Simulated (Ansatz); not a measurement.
# Ni (Nickel): the cost of one run

Computed with Ansatz 0.2.0, driven from Python. Level of theory: DFT PBE, plane waves, PAW.

**1. Starting point**

It takes space group Fm-3m (No. 225, cubic). Conventional cell: a = 3.524 Å, b = 3.524 Å, c = 3.524 Å, α = 90.00°, β = 90.00°, γ = 90.00°. Around Ni (site symmetry m-3m) lie 12 Ni at 2.49 Å.

Input file ni.cif:

```cif
data_Ni
_cell_length_a 2.491752
_cell_length_b 2.491752
_cell_length_c 2.491752
_cell_angle_alpha 60.00000
_cell_angle_beta 60.00000
_cell_angle_gamma 60.00000
_symmetry_space_group_name_H-M 'P 1'
_symmetry_Int_Tables_number 1
loop_
_symmetry_equiv_pos_as_xyz
'x, y, z'
loop_
_atom_site_label
_atom_site_type_symbol
_atom_site_fract_x
_atom_site_fract_y
_atom_site_fract_z
Ni1 Ni    0.000000    0.000000    0.000000
```

**2. The script**

ni.py

```python
"""Smearing width test for Ni."""

import ansatz as az
from ase.io import read
import pandas as pd


def main() -> None:
    atoms = read("ni.cif")
    structure = az.Crystal.from_ase(atoms).moments(Ni=1.5)

    model = structure.calculation().functional("pbe").kpoints(16, 16, 16).spin(az.SpinTreatment.COLLINEAR)

    rows = []
    for value in [0.25, 0.15, 0.1, 0.05, 0.025]:
        summary = model.occupations("gaussian", width=value).run(threads=1, pin="off").report
        rows.append((value, summary["free_energy_ev"] / len(summary["lattice"]["sites"]), summary["n_iterations"], summary["magnetization_mub"], summary["n_kpoints"]))

    table = pd.DataFrame(rows, columns=["width (eV)", "F/atom (eV)", "iterations", "moment (muB)", "k-points"])
    print(table.round(5).to_string(index=False))

    # differences from the last row
    for row in rows[:-1]:
        shift = 1000 * (row[1] - rows[-1][1])
        print(f"{row[0]}: {shift:+.2f} meV/atom" + ("  (within 5 meV)" if abs(shift) < 5 else ""))


if __name__ == "__main__":
    main()
```

**3. What the engine is handed**

The engine receives this input (first run):

```yaml
crystal:
  lattice:
    - [2.491752, 0.0, 0.0]
    - [1.2458760000000002, 2.1579205319306825, 0.0]
    - [1.2458760000000002, 0.7193068439768943, 2.034506988519823]
  atoms:
    - { symbol: Ni, position: [0.0, 0.0, 0.0] }
kpoints:
  mp_grid:
    grid: [16, 16, 16]
hamiltonian:
  xc: pbe
magnetization:
  spin_polarized: true
  per_species:
    Ni: 1.5
scf:
  occupations:
    method: gaussian
    width: 0.25
```

**4. The run**

Command:

```sh
python ni.py
```

**Question.** How long does this script take on 1 thread of Arm Neoverse V2, shared host, and how much memory does it need?

About 21 s, with a peak of 0.44 GiB.
